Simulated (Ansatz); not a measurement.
# AlGaH (doublet): the correlation ladder, cc-pVTZ

How much of the correlation energy of AlGaH (doublet) does each wave-function method recover here?

Method: cc-pVTZ, core rule «outside noble gas», up to 19 orbitals frozen; program: Ansatz 0.2.0, Gaussian basis.

The runs, in order: UHF; CCSD(T) on ROHF; CCSD(T) on UHF; BCCD(T) on ROHF; CCSDT(Q) on ROHF; CCSDT(Q) on UHF; CASSCF and MRCISD+Q, 7 electrons in 9 orbitals; CASSCF and NEVPT2, 7 electrons in 9 orbitals.

20 further runs of the same task are left out: 1 for a known fault of the program, 10 that didn't finish, 9 set aside as unsound or not needed. Runs told in other sessions of the task aren't counted.

## Step 1: The geometry

The geometry is a PBE0/def2-TZVP stationary point (not a proven minimum). No spin-orbit coupling is included. The filled d shell of Ga may be among the frozen orbitals whatever the setting's name suggests.

3 atoms, charge 0, spin multiplicity 2.

Atoms are counted from 1 here; the program's logs count them from 0.

Bond lengths: Al1–Ga2 2.671 Å, Al1–H3 1.622 Å. Angles: Ga2–Al1–H3 180.0°.

In the tables R marks a restricted open-shell determinant and U an unrestricted one; 'valence' is the active space of 7 electrons in 9 orbitals; energies count from the table's Hartree-Fock row.

## Step 2: UHF

Contents of in.yaml:

```yaml
crystal:
  periodic: [false, false, false]
  atoms:
    - {symbol: Al, position_ang: [0.000000, 0.000000, 0.349567]}
    - {symbol: Ga, position_ang: [0.000000, 0.000000, -2.320933]}
    - {symbol: H, position_ang: [0.000000, 0.000000, 1.971367]}
basis:
  gaussian: {orbitals: cc-pVTZ}
magnetization: {spin_polarized: true, initial_magnetization: 1}
hamiltonian: {xc: hf}
output: {orbitals: {seedname: orbitals}}
```

The run is started by

```console
> ansatz run in.yaml --threads 1 --pin off --events-out ev --progress --plain --max-ram 2393MiB
```

Standard output:

```text
Functional definition: HF
  name "HF"
  cite "Fock, Z. Phys. 61, 126 (1930) doi:10.1007/BF01340294"
  parent pbe
  exchange = exact_x
  correlation = 0
586 factors; integrals over basis functions are off by at most 1.6e-3 eV
mean field evaluation 1: about -58932.0809 eV, gradient 6.0e0 eV
mean field evaluation 2: about -58932.0816 eV, gradient 6.0e0 eV
mean field evaluation 4: about -58932.7690 eV, gradient 1.0e0 eV
mean field evaluation 8: about -58932.8004 eV, gradient 7.9e-2 eV
mean field evaluation 16: about -58932.8105 eV, gradient 2.4e-1 eV
mean field evaluation 32: about -58932.8005 eV, gradient 6.0e-6 eV
mean field evaluation 64: about -58926.5314 eV, gradient 1.2e1 eV
mean field evaluation 96: about -58932.7691 eV, gradient 5.3e-1 eV
mean field evaluation 128: about -58932.7981 eV, gradient 1.2e-1 eV
mean field -58932.81174117 eV, -2165.7408853936 hartree, gradient 8.2e-6 eV, S^2 0.971668; 3 other end points of the search recorded, 0 dependent functions left out
reference -58932.81174117 eV, -2165.7408853936 hartree; 23, 22 occupied and 68, 69 virtual orbitals, 586 factors
Total energy: -58932.81174117 eV, -2165.7408853936 hartree
```

Run time: 5 s. Hardware: 1 thread of Intel Xeon 6975P-C, shared host.

From the report: ⟨S²⟩ of the determinant 0.972 (pure doublet: 0.75).

## Step 3: CCSD(T) on ROHF

Changes to in.yaml since step 2:

```diff
@@ -8,4 +8,4 @@
   gaussian: {orbitals: cc-pVTZ}
-magnetization: {spin_polarized: true, initial_magnetization: 1}
-hamiltonian: {xc: hf}
-output: {orbitals: {seedname: orbitals}}
+magnetization: {spin_polarized: false, initial_magnetization: 1}
+correlation: {method: ccsd_t, electrons: outside_noble_gas}
+output: {forces: true}
```

Launched as before.

Standard output, shortened:

```text
Functional definition: HF
  name "HF"
  cite "Fock, Z. Phys. 61, 126 (1930) doi:10.1007/BF01340294"
  parent pbe
[...]
586 factors; integrals over basis functions are off by at most 1.6e-3 eV
[...]
mean field -58932.71821725 eV, -2165.7374484528 hartree, gradient 2.0e-6 eV, S^2 0.750000; 7 other end points of the search recorded, 0 dependent functions left out
[...]
determinant -58932.71821725 eV, -2165.7374484528 hartree, with singles and doubles -58936.73030557 eV, -2165.8848899792 hartree
determinant -58930.53652957 eV, -2165.6572729092 hartree, with singles and doubles -58934.81569528 eV, -2165.8145293488 hartree
determinant -58930.28580847 eV, -2165.6480590789 hartree, with singles and doubles -58934.54737492 eV, -2165.8046687573 hartree
determinant -58930.17538274 eV, -2165.6440010083 hartree, with singles and doubles -58934.40213932 eV, -2165.7993314475 hartree
19 core orbitals not correlated: weight in the atoms' cores, before any rotation towards them, 1.000 or more for the frozen orbitals, at most 0.000 for the correlated occupied ones
reference -58932.71821725 eV, -2165.7374484528 hartree; 4, 3 occupied and 68, 69 virtual orbitals, 586 factors
second order -3.07163123 eV of doubles, -0.03668279 eV of singles
cycle   1  -3.88810614 eV  change   -1.8e-1 eV  update   2.2e-2
[...]
cycle  13  -3.89898063 eV  change   -1.0e-7 eV  update   3.6e-7
perturbative correction -0.16371099 eV, -0.0060162679 hartree
[...]
Total energy: -58936.78090887 eV, -2165.8867496161 hartree
Atom 0 at     0.000000     0.000000     0.349567 Å, force    -0.000000    -0.000000     0.157381 eV/Å
Atom 1 at     0.000000     0.000000    -2.320933 Å, force     0.000000     0.000000    -0.115979 eV/Å
Atom 2 at     0.000000     0.000000     1.971367 Å, force     0.000000     0.000000    -0.041402 eV/Å
Dipole moment:     0.000000    -0.000000    -0.031106 e Å
```

Wall time 16 s (1 thread of Intel Xeon 6975P-C, shared host); peak memory 0.48 GiB.

From the report: correlation -4.0627 eV; T1 0.022; largest double amplitude 0.07.

## Step 4: CCSD(T) on UHF

Changes to in.yaml since step 3:

```diff
@@ -8,3 +8,3 @@
   gaussian: {orbitals: cc-pVTZ}
-magnetization: {spin_polarized: false, initial_magnetization: 1}
+magnetization: {spin_polarized: true, initial_magnetization: 1}
 correlation: {method: ccsd_t, electrons: outside_noble_gas}
```

Launched as before.

Standard output, shortened:

```text
Functional definition: HF
  name "HF"
  cite "Fock, Z. Phys. 61, 126 (1930) doi:10.1007/BF01340294"
  parent pbe
[...]
586 factors; integrals over basis functions are off by at most 1.6e-3 eV
[...]
mean field -58932.81174117 eV, -2165.7408853936 hartree, gradient 2.4e-6 eV, S^2 0.971667; 18 other end points of the search recorded, 0 dependent functions left out
determinant -58932.81174117 eV, -2165.7408853936 hartree, with singles and doubles -58936.70651797 eV, -2165.8840158008 hartree
determinant -58931.57084831 eV, -2165.6952834221 hartree, with singles and doubles -58935.19192752 eV, -2165.8283556284 hartree
determinant -58931.31916797 eV, -2165.6860343402 hartree, with singles and doubles -58935.11149464 eV, -2165.8253997745 hartree
determinant -58931.09087410 eV, -2165.6776446952 hartree, with singles and doubles -58934.74702921 eV, -2165.8120059172 hartree
[...]
19 core orbitals not correlated: weight in the atoms' cores, before any rotation towards them, 1.000 or more for the frozen orbitals, at most 0.000 for the correlated occupied ones
reference -58932.80049708 eV, -2165.7404721808 hartree; 4, 3 occupied and 68, 69 virtual orbitals, 586 factors
second order -2.99409713 eV of doubles, -0.00000000 eV of singles
cycle   1  -3.81966231 eV  change    5.8e-8 eV  update   3.8e-6
[...]
cycle   4  -3.81966023 eV  change    4.0e-7 eV  update   6.6e-7
perturbative correction -0.15995405 eV, -0.0058782030 hartree
[...]
Total energy: -58936.78011136 eV, -2165.8867203081 hartree
Atom 0 at     0.000000     0.000000     0.349567 Å, force    -0.000000    -0.000001     0.156965 eV/Å
Atom 1 at     0.000000     0.000000    -2.320933 Å, force     0.000000     0.000000    -0.115936 eV/Å
Atom 2 at     0.000000     0.000000     1.971367 Å, force     0.000000     0.000001    -0.041028 eV/Å
Dipole moment:     0.000000     0.000001    -0.027794 e Å
```

Run time: 29 s. Hardware: 1 thread of Intel Xeon 6975P-C, shared host; peak memory 0.47 GiB.

From the report: ⟨S²⟩ of the determinant 0.784 (pure doublet: 0.75); correlation -3.9796 eV; T1 0.027; largest double amplitude 0.07.

## Step 5: BCCD(T) on ROHF

Changes to in.yaml since step 4:

```diff
@@ -8,4 +8,3 @@
   gaussian: {orbitals: cc-pVTZ}
-magnetization: {spin_polarized: true, initial_magnetization: 1}
-correlation: {method: ccsd_t, electrons: outside_noble_gas}
-output: {forces: true}
+magnetization: {spin_polarized: false, initial_magnetization: 1}
+correlation: {method: bccd_t, electrons: outside_noble_gas}
```

The command is unchanged.

Standard output, shortened:

```text
Functional definition: HF
  name "HF"
  cite "Fock, Z. Phys. 61, 126 (1930) doi:10.1007/BF01340294"
  parent pbe
[...]
586 factors; integrals over basis functions are off by at most 1.6e-3 eV
[...]
mean field -58932.71821725 eV, -2165.7374484528 hartree, gradient 2.0e-6 eV, S^2 0.750000; 7 other end points of the search recorded, 0 dependent functions left out
[...]
determinant -58932.71821725 eV, -2165.7374484528 hartree, with singles and doubles -58936.73030557 eV, -2165.8848899792 hartree
determinant -58930.53652957 eV, -2165.6572729092 hartree, with singles and doubles -58934.81569528 eV, -2165.8145293488 hartree
determinant -58930.28580847 eV, -2165.6480590789 hartree, with singles and doubles -58934.54737492 eV, -2165.8046687573 hartree
determinant -58930.17538274 eV, -2165.6440010083 hartree, with singles and doubles -58934.40213932 eV, -2165.7993314475 hartree
19 core orbitals not correlated: weight in the atoms' cores, before any rotation towards them, 1.000 or more for the frozen orbitals, at most 0.000 for the correlated occupied ones
reference -58932.71821725 eV, -2165.7374484528 hartree; 4, 3 occupied and 68, 69 virtual orbitals, 586 factors
second order -3.07163123 eV of doubles, -0.03668279 eV of singles
cycle   1  -3.88894870 eV  change   -1.8e-1 eV  update   2.3e-2
[...]
cycle  11  -3.89644985 eV  change   -1.9e-6 eV  update   6.4e-6
perturbative correction -0.16627971 eV, -0.0061106668 hartree
Total energy: -58936.78094681 eV, -2165.8867510103 hartree
```

It took 10 s on 1 thread of Intel Xeon 6975P-C, shared host; peak memory 0.36 GiB.

From the report: correlation -4.0627 eV; largest double amplitude 0.07.

## Step 6: CCSDT(Q) on ROHF

Changes to in.yaml since step 5:

```diff
@@ -9,2 +9,2 @@
 magnetization: {spin_polarized: false, initial_magnetization: 1}
-correlation: {method: bccd_t, electrons: outside_noble_gas}
+correlation: {method: ccsdt_q, electrons: outside_noble_gas}
```

Same command.

Standard output, shortened:

```text
Functional definition: HF
  name "HF"
  cite "Fock, Z. Phys. 61, 126 (1930) doi:10.1007/BF01340294"
  parent pbe
[...]
1039 factors; integrals over basis functions are off by at most 1.9e-7 eV
[...]
mean field -58932.71822115 eV, -2165.7374485962 hartree, gradient 4.6e-6 eV, S^2 0.750000; 7 other end points of the search recorded, 0 dependent functions left out
[...]
determinant -58932.71822115 eV, -2165.7374485962 hartree, with singles and doubles -58936.73032693 eV, -2165.8848907639 hartree
determinant -58930.53652699 eV, -2165.6572728147 hartree, with singles and doubles -58934.81571699 eV, -2165.8145301465 hartree
determinant -58930.28581376 eV, -2165.6480592733 hartree, with singles and doubles -58934.54739967 eV, -2165.8046696668 hartree
determinant -58930.17538483 eV, -2165.6440010850 hartree, with singles and doubles -58934.40215643 eV, -2165.7993320762 hartree
19 core orbitals not correlated: weight in the atoms' cores, before any rotation towards them, 1.000 or more for the frozen orbitals, at most 0.000 for the correlated occupied ones
reference -58932.71822115 eV, -2165.7374485962 hartree; 4, 3 occupied and 68, 69 virtual orbitals, 1039 factors
second order -3.07165439 eV of doubles, -0.03668282 eV of singles
cycle   1  -3.64087453 eV  change   -5.3e-1 eV  update   8.7e-2
[...]
cycle  18  -4.10169402 eV  change    3.8e-7 eV  update   5.7e-7
perturbative correction -0.00942083 eV, -0.0003462091 hartree
Total energy: -58936.82933600 eV, -2165.8885292803 hartree
```

Run time: 71 s. Hardware: 1 thread of Intel Xeon 6975P-C, shared host; peak memory 0.95 GiB.

From the report: correlation -4.1111 eV; T1 0.023; largest double amplitude 0.09.

## Step 7: CCSDT(Q) on UHF

Changes to in.yaml since step 6:

```diff
@@ -8,3 +8,3 @@
   gaussian: {orbitals: cc-pVTZ}
-magnetization: {spin_polarized: false, initial_magnetization: 1}
+magnetization: {spin_polarized: true, initial_magnetization: 1}
 correlation: {method: ccsdt_q, electrons: outside_noble_gas}
```

The command is unchanged.

Standard output, shortened:

```text
Functional definition: HF
  name "HF"
  cite "Fock, Z. Phys. 61, 126 (1930) doi:10.1007/BF01340294"
  parent pbe
[...]
1039 factors; integrals over basis functions are off by at most 1.9e-7 eV
[...]
mean field -58932.81174608 eV, -2165.7408855740 hartree, gradient 2.6e-6 eV, S^2 0.971674; 18 other end points of the search recorded, 0 dependent functions left out
determinant -58932.81174608 eV, -2165.7408855740 hartree, with singles and doubles -58936.70653650 eV, -2165.8840164818 hartree
determinant -58931.57085644 eV, -2165.6952837209 hartree, with singles and doubles -58935.19196342 eV, -2165.8283569479 hartree
determinant -58931.31918516 eV, -2165.6860349717 hartree, with singles and doubles -58935.11151399 eV, -2165.8254004857 hartree
determinant -58931.09087825 eV, -2165.6776448476 hartree, with singles and doubles -58934.74703991 eV, -2165.8120063104 hartree
[...]
determinant -58932.80050110 eV, -2165.7404723285 hartree, with singles and doubles -58936.72260579 eV, -2165.8846070174 hartree
determinant -58932.81174608 eV, -2165.7408855740 hartree, with singles and doubles -58936.61235658 eV, -2165.8805554336 hartree
determinant -58932.80050110 eV, -2165.7404723285 hartree, with singles and doubles -58936.62016270 eV, -2165.8808423032 hartree
19 core orbitals not correlated: weight in the atoms' cores, before any rotation towards them, 1.000 or more for the frozen orbitals, at most 0.000 for the correlated occupied ones
reference -58932.80050110 eV, -2165.7404723285 hartree; 4, 3 occupied and 68, 69 virtual orbitals, 1039 factors
second order -2.99411957 eV of doubles, -0.00000000 eV of singles
cycle   1  -3.53120112 eV  change   -5.4e-1 eV  update   9.0e-2
[...]
cycle  17  -4.02020844 eV  change    5.5e-7 eV  update   8.6e-7
perturbative correction -0.00946929 eV, -0.0003479901 hartree
Total energy: -58936.83017883 eV, -2165.8885602537 hartree
```

It took 85 s on 1 thread of Intel Xeon 6975P-C, shared host; peak memory 0.88 GiB.

From the report: ⟨S²⟩ of the determinant 0.784 (pure doublet: 0.75); correlation -4.0297 eV; T1 0.030; largest double amplitude 0.09.

## Step 8: CASSCF and MRCISD+Q, 7 electrons in 9 orbitals

Contents of in.yaml:

```yaml
crystal:
  periodic: [false, false, false]
  atoms:
    - {symbol: Al, position_ang: [0.000000, 0.000000, 0.349567]}
    - {symbol: Ga, position_ang: [0.000000, 0.000000, -2.320933]}
    - {symbol: H, position_ang: [0.000000, 0.000000, 1.971367]}
basis:
  gaussian: {orbitals: cc-pVTZ}
magnetization: {spin_polarized: false, initial_magnetization: 1}
correlation: {method: fic_mrcisd_q, electrons: outside_noble_gas, active_space: {window: {electrons: 7, orbitals: 9}, shells: [{species: Al, l: s, shell: 3}, {species: Al, l: p, shell: 3}, {species: Ga, l: s, shell: 4}, {species: Ga, l: p, shell: 4}, {species: H, l: s, shell: 1}]}}
```

Same command.

Standard output, shortened:

```text
Functional definition: HF
  name "HF"
  cite "Fock, Z. Phys. 61, 126 (1930) doi:10.1007/BF01340294"
  parent pbe
[...]
1039 factors; integrals over basis functions are off by at most 1.9e-7 eV
[...]
mean field -58932.71822115 eV, -2165.7374485962 hartree, gradient 4.6e-6 eV, S^2 0.750000; 4 other end points of the search recorded, 0 dependent functions left out
reference -58932.71822115 eV, -2165.7374485962 hartree; 23, 22 occupied and 68, 69 virtual orbitals, 1039 factors
state -58934.58073618 eV, -2165.8058947609 hartree
contracted CI cycle   1: correlation 0.00000000 eV, 0.0000000000 hartree, residual 1.00e1 eV
contracted CI cycle   2: correlation -1.98075345 eV, -0.0727913465 hartree, residual 2.41e0 eV
contracted CI cycle   3: correlation -2.09902191 eV, -0.0771376324 hartree, residual 6.50e-1 eV
contracted CI cycle   4: correlation -2.10669476 eV, -0.0774196046 hartree, residual 1.84e-1 eV
contracted CI cycle   5: correlation -2.10727771 eV, -0.0774410273 hartree, residual 5.74e-2 eV
contracted CI cycle   6: correlation -2.10732860 eV, -0.0774428977 hartree, residual 1.69e-2 eV
contracted CI cycle   7: correlation -2.10733311 eV, -0.0774430634 hartree, residual 4.93e-3 eV
contracted CI cycle   8: correlation -2.10733352 eV, -0.0774430783 hartree, residual 1.46e-3 eV
contracted CI cycle   9: correlation -2.10733355 eV, -0.0774430796 hartree, residual 4.55e-4 eV
state -58934.58073618 eV, -2165.8058947609 hartree; corrected -58936.82426204 eV, -2165.8883428158 hartree
Total energy: -58936.82426204 eV, -2165.8883428158 hartree
Checks for a lower state left out: starts, orbital_swaps
```

Run time: 9.5 s. Hardware: 1 thread of Intel Xeon 6975P-C, shared host; peak memory 0.48 GiB.

From the report: 2,652 determinants; active occupations 1.98, 1.94, 1.88, 0.99, 0.06, 0.05, 0.05, 0.04, 0.02.

## Step 9: CASSCF and NEVPT2, 7 electrons in 9 orbitals

Contents of in.yaml:

```yaml
crystal:
  periodic: [false, false, false]
  atoms:
    - {symbol: Al, position_ang: [0.000000, 0.000000, 0.349567]}
    - {symbol: Ga, position_ang: [0.000000, 0.000000, -2.320933]}
    - {symbol: H, position_ang: [0.000000, 0.000000, 1.971367]}
basis:
  gaussian: {orbitals: cc-pVTZ}
magnetization: {spin_polarized: false, initial_magnetization: 1}
correlation: {method: sc_nevpt2, electrons: outside_noble_gas, active_space: {window: {electrons: 7, orbitals: 9}, shells: [{species: Al, l: s, shell: 3}, {species: Al, l: p, shell: 3}, {species: Ga, l: s, shell: 4}, {species: Ga, l: p, shell: 4}, {species: H, l: s, shell: 1}]}}
```

Same command.

Standard output:

```text
Functional definition: HF
  name "HF"
  cite "Fock, Z. Phys. 61, 126 (1930) doi:10.1007/BF01340294"
  parent pbe
  exchange = exact_x
  correlation = 0
1039 factors; integrals over basis functions are off by at most 1.9e-7 eV
mean field evaluation 1: about -58932.0768 eV, gradient 7.8e0 eV
mean field evaluation 2: about -58932.0779 eV, gradient 7.8e0 eV
mean field evaluation 4: about -58932.6972 eV, gradient 1.4e0 eV
mean field evaluation 8: about -58932.7170 eV, gradient 1.4e-1 eV
mean field evaluation 16: about -58932.7181 eV, gradient 2.4e-1 eV
mean field evaluation 32: about -58932.7182 eV, gradient 4.6e-6 eV
mean field -58932.71822115 eV, -2165.7374485962 hartree, gradient 4.6e-6 eV, S^2 0.750000; 4 other end points of the search recorded, 0 dependent functions left out
reference -58932.71822115 eV, -2165.7374485962 hartree; 23, 22 occupied and 68, 69 virtual orbitals, 1039 factors
state -58934.58073618 eV, -2165.8058947609 hartree
state -58934.58073618 eV, -2165.8058947609 hartree; corrected -58936.19915878 eV, -2165.8653706944 hartree
Total energy: -58936.19915878 eV, -2165.8653706944 hartree
Checks for a lower state left out: starts, orbital_swaps
```

Run time: 7 s. Hardware: 1 thread of Intel Xeon 6975P-C, shared host.

From the report: 2,652 determinants; active occupations 1.98, 1.94, 1.88, 0.99, 0.06, 0.05, 0.05, 0.04, 0.02.

## Step 10: How many determinants matter

Natural occupations of the CASSCF valence state about the gap (report; correlated orbitals 1 to 9): 1.975, 1.942, 1.883, 0.989, 0.060, 0.054, 0.045, 0.035, 0.016. The count of effectively unpaired electrons, Σ n²(2 − n)², is 1.10; a single determinant of this spin has 1.

## Step 11: Misses and costs

The yardstick is UCCSDT(Q), where the cluster series has nearly closed. Rows without a time are mean-field rows or come out of runs for another level: lower rungs of the coupled-cluster runs, CASSCF and MRCISD of the multireference runs, or the Hartree-Fock search. The times of RCCSD(T), UCCSD(T) include forces.

Differences are taken before rounding.

```csv
method,energy from the lowest ROHF (kJ/mol),from UCCSDT(Q) (kJ/mol),time
ROHF,0.0,+396.7,
UHF,-9.0,+387.7,5 s
RMP2,-299.9,+96.8,
UMP2,-296.8,+99.9,
RCCSD,-376.2,+20.5,
UCCSD,-376.5,+20.3,
RCCSD(T),-392.0,+4.8,16 s
UCCSD(T),-391.9,+4.8,29 s
BCCD(T),-392.0,+4.8,10 s
RCCSDT,-395.8,+1.0,
UCCSDT,-395.8,+0.9,
RCCSDT(Q),-396.7,+0.1,71 s
UCCSDT(Q),-396.7,0,85 s
CASSCF valence,-179.7,+217.0,
NEVPT2 valence,-335.9,+60.9,7 s
MRCISD valence,-383.0,+13.7,
MRCISD+Q valence,-396.2,+0.6,9.5 s
```

Among the levels timed on like hardware and quicker than the yardstick, those that no quicker one beats, quickest first: UHF (5 s, +387.7 kJ/mol); NEVPT2 valence (7 s, +60.9 kJ/mol); MRCISD+Q valence (9.5 s, +0.6 kJ/mol); RCCSDT(Q) (71 s, +0.1 kJ/mol).

With the free atoms at the same levels and basis (separate runs), the atomisation energy is 4.014 eV at UCCSDT(Q), 3.990 eV at RCCSD(T), 3.985 eV at UCCSD(T), 2.824 eV at ROHF.

## Step 12: Outcome

```
                         quantity                                        value
    UCCSDT(Q) from the ROHF energy                                   -4.1120 eV
              RMP2 from UCCSDT(Q)                                 +96.8 kJ/mol
              UMP2 from UCCSDT(Q)                                 +99.9 kJ/mol
             RCCSD from UCCSDT(Q)                                 +20.5 kJ/mol
          RCCSD(T) from UCCSDT(Q)                                  +4.8 kJ/mol
          UCCSD(T) from UCCSDT(Q)                                  +4.8 kJ/mol
         RCCSDT(Q) from UCCSDT(Q)                                  +0.1 kJ/mol
    NEVPT2 valence from UCCSDT(Q)                                 +60.9 kJ/mol
  MRCISD+Q valence from UCCSDT(Q)                                  +0.6 kJ/mol
levels within 1 kcal/mol (43 meV)  RCCSDT, UCCSDT, RCCSDT(Q), MRCISD+Q valence
                    T1 diagnostic                                        0.022
   effectively unpaired electrons                                         1.10
```

What this shows: RCCSD(T) misses by +4.8 kJ/mol, 1.2 % of the correlation energy. One determinant dominates. Of the multireference levels listed MRCISD+Q valence comes nearest in total energy (+0.6 kJ/mol), which doesn't show that its space is the better one. Coupled cluster took another determinant than the lowest Hartree-Fock one. These misses are within one basis, not against nature; the frozen cores of restricted and unrestricted runs differ, which can shift their rows.

For cost: RCCSDT(Q) gets within 0.1 kJ/mol in 71 s, where UCCSDT(Q) took 85 s; the quickest level in the cost chart, UHF, takes 5 s and misses by 387.7 kJ/mol.
